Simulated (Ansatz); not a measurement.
# CH₄ClFSi: up Jacob's ladder to CCSD(T)

One table from this session's results is given with a row withheld; the runs are named, their logs left out.

Program: Ansatz 0.2.0, Gaussian basis. Level of theory: functionals in def2-TZVPP, the program's frozen cores in correlated methods. These are calculated values, not measurements.

Plan: LDA (SPW92), PBE-D4, revPBE-D4, BLYP-D4, r2SCAN-D4, B97M-V, PBE0-D4, B3LYP-D4, r2SCANh-D4, r2SCAN0-D4, HSE06-D4, BHLYP-D4, CAM-B3LYP-D4, LC-ωPBE, ωB97X-V, ωB97M-V, B2PLYP, PBE-QIDH; CCSD(T)/def2-SVP; CCSD(T)/def2-TZVPP; MP2/def2-QZVPP; extrapolation to the limit; RPA on PBE.

## The relaxed structure

An earlier PBE0-D4 in a triple-zeta def2 set relaxation fixed the geometry.

SMILES `FC([SiH3])Cl`, 8 atoms, charge 0, spin multiplicity 1.

Atoms are counted from 1 here; the program's logs count them from 0.

Bond lengths: F1–C2 1.369 Å, C2–Si3 1.908 Å, C2–Cl4 1.781 Å, C2–H5 1.092 Å, Si3–H6 1.485 Å, Si3–H7 1.482 Å, Si3–H8 1.481 Å. Angles: F1–C2–Si3 110.8°, F1–C2–Cl4 109.2°, F1–C2–H5 107.8°, Si3–C2–Cl4 108.9°, Si3–C2–H5 114.1°, Cl4–C2–H5 105.8°, C2–Si3–H6 108.5°, C2–Si3–H7 107.7°, C2–Si3–H8 108.1°, H6–Si3–H7 110.2°, H6–Si3–H8 110.9°, H7–Si3–H8 111.3°.

The first run:

in.yaml

```yaml
crystal:
  periodic: [false, false, false]
  atoms:
    - {symbol: F, position_ang: [-1.528584, 1.142258, 0.105507]}
    - {symbol: C, position_ang: [-0.444539, 0.616034, -0.544688]}
    - {symbol: Si, position_ang: [0.550183, -0.528345, 0.612794]}
    - {symbol: Cl, position_ang: [-1.003401, -0.329099, -1.947587]}
    - {symbol: H, position_ang: [0.133401, 1.446370, -0.956159]}
    - {symbol: H, position_ang: [0.988580, 0.260604, 1.792120]}
    - {symbol: H, position_ang: [1.727909, -1.020387, -0.141208]}
    - {symbol: H, position_ang: [-0.331349, -1.644735, 1.023422]}
basis:
  gaussian: {orbitals: def2-TZVPP}
hamiltonian: {xc: lda}
output: {orbitals: {seedname: orbitals}}
```

Started as:

```bash
> ansatz run in.yaml --threads 2 --pin off --events-out ev --progress --plain --max-ram 4352MiB
```

Among the steps run: LDA; PBE-D4 (GGA); revPBE-D4 (GGA); BLYP-D4 (GGA); r2SCAN-D4 (meta-GGA); B97M-V (meta-GGA); PBE0-D4 (hybrid); B3LYP-D4 (hybrid); r2SCANh-D4 (hybrid); r2SCAN0-D4 (hybrid); HSE06-D4 (hybrid); BHLYP-D4 (hybrid); CAM-B3LYP-D4 (range-separated); LC-ωPBE (range-separated); ωB97X-V (range-separated); ωB97M-V (range-separated); B2PLYP (double hybrid); PBE-QIDH (double hybrid).

One table of the session follows, with a row left open; its other results are not shown here.

It belongs to the step «Orbital energies across the functionals». 

```
  functional  HOMO (eV)  gap (eV)
 LDA (SPW92)      -7.07      5.83
      PBE-D4      -6.94      5.93
   revPBE-D4      -6.89      5.97
     BLYP-D4      -6.83      5.93
   r2SCAN-D4      -7.25      6.54
      B97M-V          ?         ?
     PBE0-D4      -8.35      8.27
    B3LYP-D4      -8.12      7.81
  r2SCANh-D4      -7.77      7.41
  r2SCAN0-D4      -8.55      8.69
    HSE06-D4      -7.94      7.49
    BHLYP-D4      -9.66     10.46
CAM-B3LYP-D4      -9.76     10.69
     LC-ωPBE     -11.12     13.25
     ωB97X-V     -10.76     12.74
     ωB97M-V     -10.61     12.27
```

**Question.** Estimate the row for B97M-V.

**Answer.** HOMO (eV): -7.40; gap (eV): 6.55. In the column «HOMO (eV)» it lies between r2SCANh-D4 (-7.77) and r2SCAN-D4 (-7.25).
